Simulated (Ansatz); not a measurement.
# SiH4Se3: how energies converge with the basis set

The task here is to estimate one member of a computed series from the others.

Method: one geometry, several basis sets; program: Ansatz 0.2.0, Gaussian basis.

Levels to be run: PBE0-D4/def2-SVP; ωB97M-V/def2-SVP; PBE0-D4/def2-QZVPP; ωB97M-V/def2-QZVPP; the functionals' def2-TZVPP values are taken from earlier runs.

## Structure used throughout

An earlier PBE0-D4 in a triple-zeta def2 set relaxation fixed the geometry.

SMILES `[SeH][SiH]([SeH])[SeH]`, 8 atoms, charge 0, spin multiplicity 1.

Atoms are counted from 1 here; the program's logs count them from 0.

Bond lengths: Se1–Si2 2.271 Å, Se1–H5 1.472 Å, Si2–Se3 2.271 Å, Si2–Se4 2.271 Å, Si2–H6 1.483 Å, Se3–H7 1.472 Å, Se4–H8 1.472 Å. Angles: Si2–Se1–H5 92.8°, Se1–Si2–Se3 108.2°, Se1–Si2–Se4 108.2°, Se1–Si2–H6 110.8°, Se3–Si2–Se4 108.2°, Se3–Si2–H6 110.7°, Se4–Si2–H6 110.7°, Si2–Se3–H7 92.8°, Si2–Se4–H8 92.8°.

Set-up of the first run:

File in.yaml:

```yaml
crystal:
  periodic: [false, false, false]
  atoms:
    - {symbol: Se, position_ang: [-1.530994, 1.101112, -1.194984]}
    - {symbol: Si, position_ang: [0.018593, 0.032321, 0.074967]}
    - {symbol: Se, position_ang: [2.002069, 0.093215, -1.028788]}
    - {symbol: Se, position_ang: [-0.610782, -2.139710, 0.281115]}
    - {symbol: H, position_ang: [-0.952343, 2.425244, -0.915723]}
    - {symbol: H, position_ang: [0.138787, 0.672594, 1.406816]}
    - {symbol: H, position_ang: [2.744245, -0.433898, 0.127702]}
    - {symbol: H, position_ang: [-1.717276, -1.807979, 1.193097]}
basis:
  gaussian: {orbitals: def2-SVP}
hamiltonian: {xc: pbe0, dispersion: d4}
output: {orbitals: {seedname: orbitals}}
```

Run with:

```sh
> ansatz run in.yaml --threads 4 --pin off --events-out ev --progress --plain --max-ram 11315MiB
```

Steps of the session up to this table: PBE0-D4 in def2-SVP; ωB97M-V in def2-SVP; PBE0-D4 in def2-QZVPP; ωB97M-V in def2-QZVPP.

One table of the session follows, with a row left open; its other results are not shown here.

It belongs to the step «Density functionals: the series». 

| functional | basis | HOMO (eV) |
| --- | --- | --- |
| PBE0-D4 | def2-SVP | -7.09 |
| PBE0-D4 | def2-TZVPP | ? |
| PBE0-D4 | def2-QZVPP | -7.20 |
| ωB97M-V | def2-SVP | -9.21 |
| ωB97M-V | def2-TZVPP | -9.33 |
| ωB97M-V | def2-QZVPP | -9.34 |

**Question.** Estimate the row for PBE0-D4, def2-TZVPP.

**Answer.** HOMO (eV): -7.19. In the column «HOMO (eV)» it lies between PBE0-D4, def2-QZVPP (-7.20) and PBE0-D4, def2-SVP (-7.09).
